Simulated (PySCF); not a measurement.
# LaH3(NH3): other functionals and bases at one geometry

One table from this session's results is given with a row withheld; the runs are named, their logs left out.

Method: several levels, as the steps say, no spin–orbit coupling; program: PySCF 2.14.0.

1 further run of the same task is left out (for a known fault of the program).

## The system as given

8 atoms, charge 0, spin multiplicity 1.

Bond lengths: La1–H2 2.148 Å, La1–H3 2.148 Å, La1–H4 2.148 Å, La1–N5 2.692 Å, N5–H6 1.023 Å, N5–H7 1.023 Å, N5–H8 1.023 Å. Angles: H2–La1–H3 116.9°, H2–La1–H4 116.9°, H2–La1–N5 100.3°, H3–La1–H4 116.9°, H3–La1–N5 100.3°, H4–La1–N5 100.3°, La1–N5–H6 112.8°, La1–N5–H7 112.8°, La1–N5–H8 112.8°, H6–N5–H7 105.9°, H6–N5–H8 105.9°, H7–N5–H8 105.9°.

Geometry (Å):

```
La    0.2614   -0.2614    0.2614
H     1.3457    1.2430    1.3457
H    -1.2430   -1.3457    1.3457
H     1.3457   -1.3457   -1.2430
N    -1.2927    1.2927   -1.2927
H    -1.9065    1.9065   -0.7523
H    -0.7523    1.9065   -1.9065
H    -1.9065    0.7523   -1.9065
```

Formal oxidation states: La +3. The 4f shell is empty and lies in the core potential. An earlier session relaxed this geometry at PBE0, La lcecp-1-SVP with ECP46, H def2-SVP, N def2-SVP (singlet, point group C3v).

At PBE0 on the finer grid: E = -89.769699 Eh, HOMO -6.05 eV, LUMO -0.73 eV, Mulliken charge on La1 +0.69 e, largest force component 0.006 eV/Å. The large-core potential holds the 4f shell empty.

Levels to run: M06-L; revPBE; PBE0, TZVP. Hardware: 2 threads of Arm Neoverse V1, shared host.

The first run:

run.py (the lines that set the calculation)

```python
mol = gto.M(atom='''
La     0.26142    -0.26142     0.26142
H      1.34570     1.24296     1.34570
H     -1.24296    -1.34570     1.34570
H      1.34570    -1.34570    -1.24296
N     -1.29273     1.29273    -1.29273
H     -1.90650     1.90650    -0.75226
H     -0.75226     1.90650    -1.90650
H     -1.90650     0.75226    -1.90650''',
    basis={'La': 'lcecp-1-SVP', 'H': 'def2-SVP', 'N': 'def2-SVP'},
    ecp={'La': 'lcecp-1-SVP'},
    charge=0, spin=0)
mf = dft.RKS(mol, xc='M06L')
mf.grids.atom_grid = (75, 302)  # f atoms: unpruned, at least (60, 302)
mf = mf.density_fit()  # fitting sets: La AutoAux, H def2-universal-JKFIT, N def2-universal-JKFIT
mf.conv_tol = 1e-08; mf.max_cycle = 55
mf.kernel(dm0)  # dm0: the density of the relaxed state
```

Started as:

```
OMP_NUM_THREADS=2 python run.py
```

Steps of the session up to this table: M06-L; revPBE; PBE0, TZVP.

One of the session's tables, all rows but one given; the rest of the session is left out.

```
              level  HOMO (eV)  gap (eV)  charge on La1 (e)  dipole (D)  largest force component (eV/Å)
PBE0 (relaxed here)      -6.05      5.31               0.69        6.58                            0.01
              M06-L      -5.16      4.20               0.95        6.48                            0.10
             revPBE          ?         ?                  ?           ?                               ?
         PBE0, TZVP      -6.08      5.17               0.87        6.46                            0.24
```

Q: Estimate the row for revPBE from the others.

**Answer.** HOMO (eV): -4.87; gap (eV): 3.44; charge on La1 (e): 0.56; dipole (D): 6.47; largest force component (eV/Å): 0.24. In the column «HOMO (eV)» it is the highest.

In one basis the HOMO–LUMO gap runs from 3.44 eV (revPBE) to 5.31 eV (PBE0). The largest leftover force, 0.24 eV/Å with revPBE, stands at a geometry relaxed at another level. With 4f in the core, its levels are missing from HOMO and gap, and its count is fixed, so no charge can pass from the ligands into it. Total energies of different levels can't be compared.
